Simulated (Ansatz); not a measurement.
Crystal: NiMoIrPdW.

```
CELL_PARAMETERS angstrom
4.11705 0.00000 0.00000
-2.05853 3.56547 0.00000
0.00000 0.00000 5.44580
ATOMIC_POSITIONS crystal
Ni 0.00000 0.00000 0.95775
Mo 0.66667 0.33333 0.96161
Pd 0.66667 0.33333 0.46295
Ir 0.33333 0.66667 0.72572
W 0.33333 0.66667 0.23642
```

The cell was built by a generator and needn't be a form met in nature.

- Program: Ansatz 0.2.0
- Task: relaxation of cell and atoms
- Functional: PBE
- Dispersion: D3(BJ)
- Potentials or basis: all-electron PAW datasets made for the crystal
- k mesh: 5 × 5 × 3
- Occupations: fermi-dirac, width 0.05 eV
- Spin: collinear spin, ferromagnetic start
- Starting moments: [1.0, 1.0, 0.0, 0.6, 0.0] μB

At the start: volume 15.99 Å³/atom.

Task: Where does the relaxation end?

Result: Over 5 steps the energy falls by 8.1 meV/atom and the volume is 15.57 Å³/atom (-2.6 %); space group P3m1 (No. 156, to 0.05 Å); moment 0.00 μB per cell.

Step by step:
```csv
step,energy change (eV),largest force (eV/Å),volume (Å³)
1,0.0000,0.1277,79.94
2,-0.0399,0.0314,77.99
3,-0.0403,0.0105,77.85
4,-0.0403,0.0012,77.86
5,-0.0403,0.0011,77.86
```

Final structure:
```yaml
crystal:
  lattice:
    - [4.07504, 0.00000, 0.00000]
    - [-2.03752, 3.52909, 0.00000]
    - [0.00000, 0.00000, 5.41372]
  atoms:
    - { symbol: Ni, position: [0.00000, 0.00000, 0.95814] }
    - { symbol: Mo, position: [0.66667, 0.33333, 0.96098] }
    - { symbol: Pd, position: [0.66667, 0.33333, 0.46280] }
    - { symbol: Ir, position: [0.33333, 0.66667, 0.72432] }
    - { symbol: W, position: [0.33333, 0.66667, 0.23821] }
```

Caveat: the k mesh is coarse (spacing up to 0.38 Å⁻¹), so the values aren't converged; the k mesh is thin for a metal, which can move the energy by tens of meV per atom; the program listed the state as in doubt; pairwise dispersion overbinds metals, which lowers pressure and volume; the starting moments weren't kept.
